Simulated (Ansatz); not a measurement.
# AlGaCl (sextet): from Hartree-Fock to the top rungs, cc-pVDZ

An exercise on one series of results from a longer session: the logs are not shown, and one member is left open.

The runs use Ansatz 0.2.0, Gaussian basis; cc-pVDZ, core rule «outside noble gas», up to 24 orbitals frozen.

To be run: UHF; CCSD(T) on ROHF; CCSD(T) on UHF; BCCD(T) on ROHF; CISD; CCSDT(Q) on ROHF; CCSDT(Q) on UHF.

35 further runs of the same task are left out: 11 for a known fault of the program, 12 that didn't finish, 12 set aside as unsound or not needed.

## The system

The geometry is a PBE0/def2-TZVP stationary point (not a proven minimum) of the parent state, kept for this charge and spin. No spin-orbit coupling is included. The filled d shell of Ga may be among the frozen orbitals whatever the setting's name suggests; the logs give the count.

3 atoms, charge 0, spin multiplicity 6.

Atoms are counted from 1 here; the program's logs count them from 0.

Bond lengths: Cl1–Al2 2.091 Å, Al2–Ga3 2.316 Å. Angles: Cl1–Al2–Ga3 180.0°.

As a file:

```
Cl    0.00000    0.00000   -2.16600
Al    0.00000    0.00000   -0.07520
Ga    0.00000    0.00000    2.24120
```

The first run:

in.yaml reads:

```yaml
crystal:
  periodic: [false, false, false]
  atoms:
    - {symbol: Cl, position_ang: [0.000000, 0.000000, -2.166000]}
    - {symbol: Al, position_ang: [0.000000, 0.000000, -0.075200]}
    - {symbol: Ga, position_ang: [0.000000, 0.000000, 2.241200]}
basis:
  gaussian: {orbitals: cc-pVDZ}
magnetization: {spin_polarized: true, initial_magnetization: 5}
hamiltonian: {xc: hf}
output: {orbitals: {seedname: orbitals}}
```

The run is started by

```
> ansatz run in.yaml --threads 1 --pin off --events-out ev --progress --plain --max-ram 2393MiB
```

Steps of the session up to this table: UHF; CCSD(T) on ROHF; CCSD(T) on UHF; BCCD(T) on ROHF; CISD; CCSDT(Q) on ROHF; CCSDT(Q) on UHF.

One table of the session follows, with a row left open; its other results are not shown here.

It belongs to the step «Misses and costs». 

```
   method  from RCCSDT(Q) (kJ/mol)
     ROHF                   +565.2
      UHF                   +557.7
     RMP2                    +80.8
     UMP2                        ?
    RCCSD                    +20.3
    UCCSD                    +16.4
 RCCSD(T)                     +4.3
 UCCSD(T)                     +0.6
  BCCD(T)                     +4.3
   RCCSDT                     +1.4
   UCCSDT                     -2.3
RCCSDT(Q)                        0
UCCSDT(Q)                     -3.9
```

Estimate the missing values for UMP2.

**Answer.** from RCCSDT(Q) (kJ/mol): +76.7. In the column «from RCCSDT(Q) (kJ/mol)» it lies between RCCSD (+20.3) and RMP2 (+80.8).

Not comparable, so not listed: CISD (they don't share determinant, frozen orbitals or solution with the rows shown, or repeat one).

Limits of these values: Warnings: coupled cluster took another determinant than the lowest. Restricted and unrestricted rows rest on different reference determinants; where their highest levels disagree by more than a few hundredths of an eV, they describe different states and don't form one ladder.
